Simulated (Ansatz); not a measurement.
Task: a relaxation of cell and ions of Ba2ScCuO4, space group P4/mmm, with the Ansatz DFT code, driven from Python. Give the script and its output. Level of theory: LDA, PAW, the default cutoff (420 eV here), 3×3×2 k-points, fixed occupations.

```yaml
crystal:
  lattice:
    - [4.17696, 0.00000, 0.00000]
    - [0.00000, 4.17696, 0.00000]
    - [0.00000, 0.00000, 8.07886]
  atoms:
    - { symbol: Ba, position: [0.50000, 0.50000, 0.76798] }
    - { symbol: Ba, position: [0.50000, 0.50000, 0.23202] }
    - { symbol: Sc, position: [0.00000, 0.00000, 0.00000] }
    - { symbol: Cu, position: [0.00000, 0.00000, 0.50000] }
    - { symbol: O, position: [0.00000, 0.50000, 0.00000] }
    - { symbol: O, position: [0.50000, 0.00000, 0.00000] }
    - { symbol: O, position: [0.00000, 0.00000, 0.72467] }
    - { symbol: O, position: [0.00000, 0.00000, 0.27533] }
```

`ba2sccuo4.py`:
```python
# -*- coding: utf-8 -*-
import ansatz as az
from ase import Atoms
from ase.io import write
from ase.neighborlist import neighbor_list
import numpy as np

XC = "lda"
K_LENGTH = 14
FILLING = "fixed"
SCF_TOL = 1e-08

def edges_and_angles(cell):
    cell = np.asarray(cell)
    a, b, c = np.linalg.norm(cell, axis=1)
    cosines = cell[1] @ cell[2] / (b * c), cell[0] @ cell[2] / (a * c), cell[0] @ cell[1] / (a * b)
    return (a, b, c, *np.degrees(np.arccos(cosines)))

ba2sccuo4 = (
    az.Lattice.of((4.17696, 0.0, 0.0), (0.0, 4.17696, 0.0), (0.0, 0.0, 8.07886))
    .atom("Ba", (0.5, 0.5, 0.76798))
    .atom("Ba", (0.5, 0.5, 0.23202))
    .atom("Sc", (0.0, 0.0, 0.0))
    .atom("Cu", (0.0, 0.0, 0.5))
    .atom("O", (0.0, 0.5, 0.0))
    .atom("O", (0.5, 0.0, 0.0))
    .atom("O", (0.0, 0.0, 0.72467))
    .atom("O", (0.0, 0.0, 0.27533))
)

base = ba2sccuo4.calculation()
base = base.functional(XC).kpoints(length=K_LENGTH)
base = base.occupations(FILLING)
base = base.scf(tolerance=SCF_TOL)
base = base.relax(cell=True)
steps = []


def collect(event):
    if event["event"] == "relax_step":
        steps.append(event["data"])


out = base.session().plan().execute(on_event=collect)
rep = out.report
for s in steps:
    flag = "" if s["accepted"] else "  (rejected)"
    print("step %2d  E = %.5f eV  largest force component = %.4f eV/A%s" % (s["step"], s["lagrangian_ev"], s["allowed_force_max_ev_ang"], flag))

first, last = steps[0], steps[-1]
symbols = [site.symbol for site in out.lattice.sites]
print(f"energy gained {first['lagrangian_ev'] - last['lagrangian_ev']:.4f} eV in {len(steps) - 1} steps")
for label, vectors in (("before", first["cell_ang"]), ("after", out.lattice.cell_ang)):
    print(label, "a b c (A) {:.4f} {:.4f} {:.4f}  angles {:.2f} {:.2f} {:.2f}".format(*edges_and_angles(vectors)), f" V = {abs(np.linalg.det(vectors)):.3f} A^3")
print("final stress xx yy zz (GPa, compression positive):", np.round(np.diag(rep["stress_gpa"]), 3) + 0.0)

relaxed = Atoms(symbols, positions=[site.position_ang for site in out.lattice.sites], cell=out.lattice.cell_ang, pbc=True)
write("relaxed.extxyz", relaxed, format="extxyz")

final = Atoms(symbols, positions=last["positions_ang"], cell=out.lattice.cell_ang, pbc=True)
i, j, d = neighbor_list("ijd", final, 4.5)
print("neighbours within 1.15 times the shortest distance of each atom (A)")
for atom in range(len(final)):
    near = [m for m in np.argsort(d) if i[m] == atom]
    shell = [m for m in near if d[m] < 1.15 * d[near[0]]]
    print(f"{symbols[atom]}{atom} ({len(shell)}):", ", ".join(f"{symbols[j[m]]} {d[m]:.3f}" for m in shell))

print("atom   start x y z (A)              end x y z (A)")
for symbol, a, b in zip(symbols, first["positions_ang"], last["positions_ang"]):
    print(f"{symbol:3s}", " ".join(f"{v:8.4f}" for v in a), "  ", " ".join(f"{v:8.4f}" for v in b))

print("%-22s %14.5f eV" % ("F = E - TS", rep["free_energy_ev"]))
print("%-22s %14.5f eV" % ("E", rep["internal_energy_ev"]))
print("%-22s %14.5f eV" % ("Harris-Foulkes", rep["harris_foulkes_ev"]))
print("%-22s %14.5f eV" % ("Fermi level", rep["fermi_energy_ev"]))
```

`python ba2sccuo4.py` gives:
```text
DeckWarning: basis.ecutwfc = 420 eV, auto-derived from the records' recommended cutoffs: set by Ba (normal level)
DeckWarning: relax.cell: scf.convergence.dr2_threshold = 1e-8 eV is looser than the 8e-10 eV advised for a relaxation that steers and ends on the stress (1e-10 eV for each atom of the cell: 8). What [...]
step  1  E = -22435.82076 eV  largest force component = 0.5240 eV/A
step  2  E = -22435.71695 eV  largest force component = 2.5458 eV/A  (rejected)
step  3  E = -22436.16322 eV  largest force component = 0.4383 eV/A
step  4  E = -22436.21120 eV  largest force component = 0.0989 eV/A
step  5  E = -22436.21119 eV  largest force component = 0.0147 eV/A
step  6  E = -22436.21114 eV  largest force component = 0.0026 eV/A
step  7  E = -22436.18756 eV  largest force component = 0.0028 eV/A
step  8  E = -22436.18925 eV  largest force component = 0.0011 eV/A
step  9  E = -22436.18856 eV  largest force component = 0.0011 eV/A
energy gained 0.3678 eV in 8 steps
before a b c (A) 4.1770 4.1770 8.0789  angles 90.00 90.00 90.00  V = 140.952 A^3
after a b c (A) 4.0620 4.0620 7.8010  angles 90.00 90.00 90.00  V = 128.713 A^3
final stress xx yy zz (GPa, compression positive): [-0.011 -0.011 -0.001]
neighbours within 1.15 times the shortest distance of each atom (A)
Ba0 (8): O 2.724, O 2.724, O 2.724, O 2.724, O 2.891, O 2.891, O 2.891, O 2.891
Ba1 (8): O 2.724, O 2.724, O 2.724, O 2.724, O 2.891, O 2.891, O 2.891, O 2.891
Sc2 (6): O 2.031, O 2.031, O 2.031, O 2.031, O 2.142, O 2.142
Cu3 (2): O 1.758, O 1.758
O4 (2): Sc 2.031, Sc 2.031
O5 (2): Sc 2.031, Sc 2.031
O6 (1): Cu 1.758
O7 (1): Cu 1.758
atom   start x y z (A)              end x y z (A)
Ba    2.0885   2.0885   6.2044      2.0310   2.0310   5.9860
Ba    2.0885   2.0885   1.8745      2.0310   2.0310   1.8151
Sc    0.0000   0.0000   0.0000      0.0000  -0.0000   0.0000
Cu    0.0000   0.0000   4.0394     -0.0000   0.0000   3.9005
O     0.0000   2.0885   0.0000      0.0000   2.0310   0.0000
O     2.0885   0.0000   0.0000      2.0310   0.0000   0.0000
O     0.0000   0.0000   5.8545     -0.0000   0.0000   5.6589
O     0.0000   0.0000   2.2244     -0.0000   0.0000   2.1422
F = E - TS               -22436.18856 eV
E                        -22436.18856 eV
Harris-Foulkes           -22436.18856 eV
Fermi level                   9.39286 eV
```
(Warnings from the package without file and line, shortened.)

`relaxed.extxyz`, as written:
```text
8
Lattice="4.061955535404961 6.572526791139061e-34 0.0 6.572526791139061e-34 4.061955535404961 0.0 0.0 0.0 7.801046989422989" Properties=species:S:1:pos:R:3 pbc="T T T"
Ba       2.03097777       2.03097777       5.98595434
Ba       2.03097777       2.03097777       1.81509265
Sc       0.00000000      -0.00000000       0.00000000
Cu      -0.00000000       0.00000000       3.90052349
O        0.00000000       2.03097777       0.00000000
O        2.03097777       0.00000000       0.00000000
O       -0.00000000       0.00000000       5.65889545
O       -0.00000000       0.00000000       2.14215154
```

Reading the output:
- Absolute energies stand on the zero of these potentials, so only differences at equal settings mean something. A total without «per atom» is that of the cell as typed.
- No spin polarisation was allowed.
- With fixed filling the reported Fermi level is the top filled level among the k-points of the SCF.
- An absolute Fermi energy rests on an arbitrary zero of the periodic potential and has no direct meaning.
- Energies along a relaxation are free energies. Rows at an unchanged volume are solved on a plane-wave basis chosen afresh for that cell, so the energy jumps there and such rows are no steps of the walk.
- Without a Hubbard U or exact exchange, semilocal functionals often make such 3d compounds metallic or too weakly gapped.
- This cell is a computed structure, which may not be the phase found in nature.
- Run time: 21 s on 1 thread of Arm Neoverse V2, on a shared host, peak memory 0.54 GiB.

(A comment or docstring line of the script was reworded after the run, the code is as it ran; lines on the test bed's own set-up are left out of the output.)
